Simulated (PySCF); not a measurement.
**CaAl: basis, grid and Hamiltonian**

The method stays; parts of the set-up, such as the basis or the Hamiltonian, are changed.

The runs use PySCF 2.14.0; each script names its method and basis.

2 further runs of the same task are left out: 2 that didn't finish.

## (1) Starting geometry

CaAl: 2 atoms, charge 0, spin multiplicity 2.

Bond lengths: Ca1–Al2 2.785 Å.

## (2) The run that the others are compared with

Input file input.py:

```python
from pyscf import gto, scf

mol = gto.M(
    atom='Ca 0 0 0; Al 0 0 2.785',
    basis='minao',
    charge=0,
    spin=1,
    verbose=4,
)
mf = scf.ROHF(mol)
mf.kernel()
mf.nuc_grad_method().kernel()
mf.dip_moment()
print('orbital energies (hartree):', mf.mo_energy[..., max(0, mol.nelec[1]-3):mol.nelec[0]+3].round(4))
```

Run with:

```bash
$ python input.py
```

The log of this run is left out.

It gives: E(SCF) = -918.587386 Eh, 6 cycles, μ = 2.39 D, gradient on the second atom -0.0562 Eh/bohr.

The bond length is a typed value, not an optimised one.

## (3) Ano-rcc-vdzp (X2C on)

Edit 1 changes basis set: minao → ano-rcc-vdzp; spin-free X2C: off → on.

Input file input.py:

```python
from pyscf import gto, scf

mol = gto.M(
    atom='Ca 0 0 0; Al 0 0 2.785',
    basis='ano-rcc-vdzp',
    charge=0,
    spin=1,
    verbose=4,
)
mf = scf.ROHF(mol)
mf = mf.sfx2c1e()
mf.kernel()
mf.nuc_grad_method().kernel()
mf.dip_moment()
print('orbital energies (hartree):', mf.mo_energy[..., max(0, mol.nelec[1]-3):mol.nelec[0]+3].round(4))
```

Run with:

```bash
$ python input.py
```

## (4) 6-31g*

Edit 2 changes basis set: minao → 6-31g*.

Edit input.py of step 2 so:

```diff
@@ -4,3 +4,3 @@
     atom='Ca 0 0 0; Al 0 0 2.785',
-    basis='minao',
+    basis='6-31g*',
     charge=0,
```

## (5) Cartesian functions on

Edit 3 changes Cartesian functions: off → on.

Edit input.py of step 2 so:

```diff
@@ -7,2 +7,3 @@
     spin=1,
+    cart=True,
     verbose=4,
```

Before running it: what results should come out? Wanted: for each run, E(SCF); from base; SCF dipole.

As calculated:

| run | E(SCF) (hartree) | from base (eV) | cycles | SCF dipole (D) | functions |
| --- | --- | --- | --- | --- | --- |
| base | -918.587386 | 0 | 6 | 2.39 | 19 |
| ano-rcc-vdzp (X2C on) | -921.910770 | not comparable | 11 | 1.13 | 40 |
| 6-31g* | -918.535383 | +1.4151 | 10 | 1.77 | 40 |
| Cartesian functions on | -918.587386 | 0.0000 | 6 | 2.39 | 19 |

**Reading.** The SCF energy stays the same, to the digits that matter, with Cartesian functions on. The basis has no d shells, so the Cartesian switch can't act. 6-31g* (40 functions) gives an energy 1.42 eV higher than minao (19); size alone doesn't order basis sets of different families. The dearest run is “ano-rcc-vdzp (X2C on)”, at 10 s against 1.8 s.
